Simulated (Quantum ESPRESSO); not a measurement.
## Ga3As: projected density of states with PBEsol+D3

Crystal: Ga3As.

```
Ga As
1.0
     3.72216    0.00000    0.00000
     0.00000    3.72216    0.00000
     0.00000    0.00000    6.06099
Ga As
3 1
Direct
  0.00000 0.00000 0.66213
  0.00000 0.00000 0.33787
  0.50000 0.50000 0.50000
  0.00000 0.00000 0.00000
```

The cell was built by a generator and needn't be a form met in nature.

```json
{
 "Program": "Quantum ESPRESSO 7.5",
 "Task": "projected density of states",
 "Functional": "PBEsol",
 "Dispersion": "D3",
 "Potentials or basis": "PseudoDojo 0.4.1 SR PBE standard",
 "Cutoff": "1143 eV",
 "Density cutoff": "4572 eV",
 "k mesh": "7 × 7 × 5",
 "Occupations": "cold, width 0.05 eV",
 "Spin": "no spin polarisation",
 "Mixing beta": "0.5",
 "Most SCF iterations": "120",
 "SCF threshold": "8e-10 Ry",
 "Dos occupations": "tetrahedra_opt"
}
```

* Pressure: 19.2 GPa
* Largest force: 2.892 eV/Å
* Band gap on the k mesh: none (metal or under the smearing width)

Forces on the atoms (eV/Å):
```
Ga   0.000  0.000  2.892
Ga   0.000  0.000 -2.892
Ga   0.000  0.000  0.000
As   0.000  0.000  0.000
```

Stress tensor (GPa, compression positive):
```
-0.11  0.00  0.00
 0.00 -0.11  0.00
 0.00  0.00 57.73
```

Levels at points of the mesh, in eV from the Fermi level:
```csv
k point,band 24,band 25,band 26,band 27,band 28,band 29,band 30,band 31
"(0.00, 0.00, 0.00)",-1.33,-1.33,-0.54,1.55,1.91,1.91,4.42,4.79
```

States per cell in windows of 1 eV (zero at the Fermi level; states under -8 eV left out):
```tsv
from (eV)	total	As#4 p wfc3	Ga#3 p wfc3	Ga#1 p wfc3	Ga#2 p wfc3	Ga#3 s wfc2	Ga#1 s wfc2
-8.0	0.38	0.06	0.03	0.06	0.06	0.03	0.05
-7.0	1.19	0.29	0.05	0.21	0.21	0.20	0.09
-6.0	1.18	0.25	0.07	0.20	0.20	0.26	0.08
-5.0	0.89	0.22	0.08	0.19	0.19	0.09	0.05
-4.0	1.34	0.41	0.19	0.27	0.27	0.12	0.03
-3.0	1.57	0.65	0.23	0.23	0.23	0.15	0.02
-2.0	1.54	0.64	0.25	0.24	0.24	0.09	0.02
-1.0	2.08	0.81	0.37	0.27	0.27	0.13	0.07
0.0	1.85	0.60	0.46	0.20	0.20	0.10	0.09
1.0	1.38	0.33	0.41	0.16	0.16	0.09	0.06
2.0	1.48	0.17	0.32	0.24	0.24	0.13	0.11
3.0	1.40	0.12	0.33	0.24	0.24	0.09	0.09
4.0	1.79	0.11	0.45	0.32	0.32	0.05	0.10
5.0	2.27	0.10	0.42	0.40	0.40	0.09	0.07
6.0	2.31	0.09	0.35	0.31	0.31	0.05	0.06
7.0	2.23	0.12	0.31	0.29	0.29	0.04	0.06
```

Wall time 9.9 min on 1 thread of Intel(R) Xeon(R) Platinum 8259CL CPU @ 2.50GHz (Skylake/Cascade Lake), with other jobs on the host, peak memory 0.48 GiB.

Caveat: the potentials were made for another functional, which shifts forces and pressure; so large a pressure means that the cell lies far from this level's equilibrium, or that cutoff or potentials fall short; pairwise dispersion overbinds metals, which lowers pressure and volume.
